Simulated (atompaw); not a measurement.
# Sm: generating and testing a PAW (atompaw) potential

Aim: build the potential from the settings below, then test how well it stands in for the atom: scattering, ghost states and the plane-wave cutoff that it needs.

The numbers are computed with atompaw 4.2.0.5 (PBEsol, scalar-relativistic, spin-unpolarised reference atom).

## (1) Starting point

The settings as typed:

```
element                 : samarium (Sm, Z = 62)
type                    : PAW
frozen core             : [Kr] 4d10
valence charge          : 16
reference configuration : 4f6 5s2 5p6 5d0.5 6s1.5 6p0
partial waves           : 5s (bound): rc 1.80 bohr; 6s (bound): rc 3.00 bohr; 5p (bound): rc 2.15 bohr; 6p (bound, empty): rc 3.00 bohr; 5d (bound): rc 2.75 bohr; 5d channel at 0.4 Ry: rc 2.75 bohr; 4f (bound): rc 1.25 bohr; 4f channel at 0.25 Ry: rc 1.25 bohr
local potential         : troulliermartins scheme with l = 4 at 0 Ry, radius 2.95 bohr
core correction         : smooth core density matched at 1.75 bohr
augmentation charge     : sinc compensation charge, radius 2.55 bohr; PAW radius 3.00 bohr; waves and projectors: custom polynom2 7 10 vanderbiltortho
```

## (2) The generation run

Sm.input reads:

```
Sm 62
GGA-PBESOL scalarrelativistic loggrid 2001 logderivrange -5 5 251
6 6 5 4 0 0
6 0 1.5
6 1 0
5 2 0.5
4 3 6
0 0 0
c
c
c
c
v
v
c
c
c
v
v
c
c
v
v
3
3.00 2.55 2.95 1.75
n
n
y
0.4
n
y
0.25
n
custom polynom2 7 10 vanderbiltortho sinc
4 0 troulliermartins
1.80
3.00
2.15
3.00
2.75
2.75
1.25
1.25
PWSCFOUT
UPFDX 0.0125d0 UPFXMIN -7.d0 UPFZMESH 62.d0
END
```

Run with:

```console
$ atompaw < Sm.input > Sm.log
```

**Question.** What will these runs give? Wanted: cutoffs; bound ghosts; largest phase difference near zero energy, channels read; lowest eigenvalue of the overlap; share of valence orbitals outside the PAW sphere; UPF file.

As calculated:

| quantity | value |
| --- | --- |
| cutoffs | not determined |
| bound ghosts | not determined |
| largest phase difference near zero energy, channels read | 2.952 rad |
| lowest eigenvalue of the overlap (Bessel basis) | 0.351 (s) |
| share of valence orbitals outside the PAW sphere | 5s 1 %, 6s 82 %, 5p 3 %, 6p 96 %, 5d 52 %, 4f 2 % |
| UPF file | written |

What this shows: Even at 400 Ry an occupied level stays 30 mRy from its reference, so no cutoffs are read. Ghosts could not be judged. Near zero energy the largest phase difference among the channels read is 2.95 rad, in the p channel. A step near π is an extra or missing state, not a misfit of shape. In the p channel the atom's pole at 3.77 Ry sits lower, at 0.23 Ry, in the pseudo curve. The pseudo curves have a pole with no partner nearby in the atom's: p at 0.23 Ry. At positive energy that is a spurious or a displaced resonance. All of this concerns the isolated atom, not yet a solid.
